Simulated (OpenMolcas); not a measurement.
# Sc²⁺ among point charges: CASSCF and CASPT2 levels and susceptibility

How does a field of 6 point charges split the states of Sc²⁺, and what χT follows?

The numbers are computed with OpenMolcas 26.06 (state-averaged CASSCF and CASPT2, spin-orbit coupling by RASSI with atomic mean-field integrals), except any that are marked as measured or tabulated.

**1. What is computed**

```
Species                           : Sc²⁺ (scandium, Z = 21, 19 electrons)
Basis                             : ANO-RCC-VDZP [5s4p2d1f], 34 functions
Scalar Hamiltonian                : DKH2, point nucleus
Inactive shells                   : 1s 2s 2p 3s 3p
Active space                      : 1 electron in 5 orbitals (3d)
Some configurations of this space : 3d
Orbitals                          : optimised for each spin and parity, averaged over all roots
```

The outer shells:

3d
```
3d [↑ ][  ][  ][  ][  ]
```

The ion sits among 6 point charges of -2.2 e arranged as an octahedron (Oh), 1.97 Å from the ion.

Each step is its own input file, run in one work folder so that later steps find the files of earlier ones. Labels, J, g values, rates, χT and fits are worked out afterwards by a script from the matrices that RASSI stores. The input lists half of the charges; inversion (Group=XYZ) makes the rest.

**2. One- and two-electron integrals**

a.inp reads:

```
&GATEWAY
Coord
1

Sc 0.0 0.0 0.0
Basis=ANO-RCC-VDZP
Group=XYZ
NoMove
AngMom=0.0 0.0 0.0
AMFI
XField
3 Angstrom 0
1.970000 0.000000 0.000000 -2.200000
0.000000 1.970000 0.000000 -2.200000
0.000000 0.000000 1.970000 -2.200000
&SEWARD
```

Launch:

```
$ OMP_NUM_THREADS=1 MOLCAS_MEM=1689 MOLCAS_PROJECT=a pymolcas a.inp > a.log
```

**3. Reference wave functions, doublets of even parity, 5 roots**

a.inp reads:

```
&RASSCF
FileOrb=start.orb
Symmetry=1
Spin=2
nActEl=1 0 0
Inactive=3 6
Ras2=5 0
CIRoot=5 5 1
SDav=5
CIMx=300
Iter=120 100
PrWF=0.3
OrbListing=Nothing
MaxOrb=0
>>> COPY $Project.JobIph JOB001
```

start.orb holds the contracted functions of the basis, ordered by shell, or the orbitals of the step before.

**4. State interaction with spin-orbit coupling**

a.inp reads:

```
&RASSI
NrOfJobIphs=1 5
1 2 3 4 5
IphNames
JOB001
EJob
SpinOrbit
DIPRint=1.0
SOCoupling=1000.0
Subsets=2
Property=9
'ANGMOM' 1 'ANGMOM' 2 'ANGMOM' 3 'MLTPL  1' 1 'MLTPL  1' 2 'MLTPL  1' 3
'AMFI' 1 'AMFI' 2 'AMFI' 3
SOProperty=3
'ANGMOM' 1 'ANGMOM' 2 'ANGMOM' 3
```

**5. CASPT2: IPEA 0.25, imaginary shift 0.1 (closed shells correlated: 3s 3p)**

a.inp reads:

```
>>> COPY JOB001 $Project.JobIph
&CASPT2
Multistate=5 1 2 3 4 5
NoMult
Frozen=2 3
IPEA=0.25
Imaginary=0.1
MaxIter=60
WThr=0.0 0.3 0.05
PrWF=0.5
NoMix
```

(Steps that only read results are left out.)

Before running it: what results should come out? Wanted: spin-free ground state; first state of the same spin within the active space; lowest level; next level.

As calculated:

```
                                            quantity                                                                        value
                                              method  SS-CASPT2, IPEA 0.25, imaginary shift 0.1 (closed shells correlated: 3s 3p)
                              spin-free ground state                                              2T2, 3-fold in its orbital part
first state of the same spin within the active space                                                             2E at 28800 cm⁻¹
                                        lowest level                                                                    4-fold Γ8
                                          next level                                                                    67.9 cm⁻¹
                                         χT at 300 K                                                               0.58 cm³ K/mol
                           effective moment at 300 K                                                                      2.15 μB
```

Cost by method:

| method | time of its own steps | time with the reference |
| --- | --- | --- |
| A. CASSCF | 1.8 s | 1.8 s |
| B. SS-CASPT2, IPEA 0.25, imaginary shift 0.1, +3s 3p | 0.52 s | 2.3 s |

Times are of one thread on a shared host.

The spin-free ground state (2T2) comes to 100 % from free-ion D terms and keeps the highest spin of the shell. χT at 300 K is 0.58, against 0.38 cm³ K/mol for the spin alone, so orbital moment adds to it. A ligand-field fit to the states below 45000 cm-1 gives 10Dq = 28799 cm-1, the gap between the two states. CASPT2 does not keep the components of a term degenerate, and the means are used. The field of point charges can differ much from that of real complexes. This is an electrostatic model: the charges have no orbitals.
